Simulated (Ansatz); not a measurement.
Runs of Ansatz 0.2.0 on HfIn4SiO6. The typed cell holds 12 atoms: a = 5.699 Å, b = 6.149 Å, c = 7.308 Å, α = 98.49°, β = 111.85°, γ = 96.55°. The cell was built by a generator and needn't be a form met in nature.

| task | level | cell | k mesh | cutoff (eV) | points for each segment of the path | mesh quality | gap on the mesh (eV) | pressure (GPa) | relaxed volume (Å³/atom) | largest force (eV/Å) |
| --- | --- | --- | --- | --- | --- | --- | --- | --- | --- | --- |
| single point | HSE06 | as given | 3 × 2 × 2 | 420 | - | coarse | 1.57 | (a) | - | 0.40 |
| band structure | r2SCAN | as given | 5 × 5 × 4 | 500 | 10 | not flagged | 1.05 | (b) | - | 0.32 |
| relaxation of cell and atoms | r2SCAN | relaxed | 4 × 4 × 3 | 500 | - | not flagged | 0.79 | 0.0 | 18.03 | 0.01 |
| relaxation of cell and atoms | PBE+D3(BJ) | relaxed | 4 × 4 × 3 | 420 | - | not flagged | 0.88 | 0.0 | 18.18 | 0.01 |
| relaxation of cell and atoms | r2SCAN+rVV10 | relaxed | 4 × 4 × 3 | 500 | - | not flagged | 0.72 | 0.0 | 17.51 | 0.01 |
| single point | r2SCAN0 | as given | 3 × 2 × 2 | 500 | - | coarse | 2.34 | -4.6 | - | 0.59 |

Alike in all rows: potentials or basis Ansatz PAW; no spin polarisation; smearing fermi-dirac 0.05 eV.

Problem. Estimate the missing entries.

Solution. (a) -2.7; (b) -3.2.

Caveats: some runs use coarse meshes; spin-orbit coupling is left out, which moves the levels of the heavy elements; odd divisions of the mesh miss points on the zone boundary, where band edges often lie, so the gap on the mesh can be too wide (some runs); the PAW data sets come from PBE, with cores solved anew for the run's functional, which leaves a small shift of forces and pressure (some runs); the plane-wave basis is chosen anew once the cell has moved, so the energies of steps on either side of that aren't comparable (some runs); the thresholds are loose for stress (some runs).

A k mesh can miss the band edges, and the runs leave out spin-orbit coupling on Hf, In.
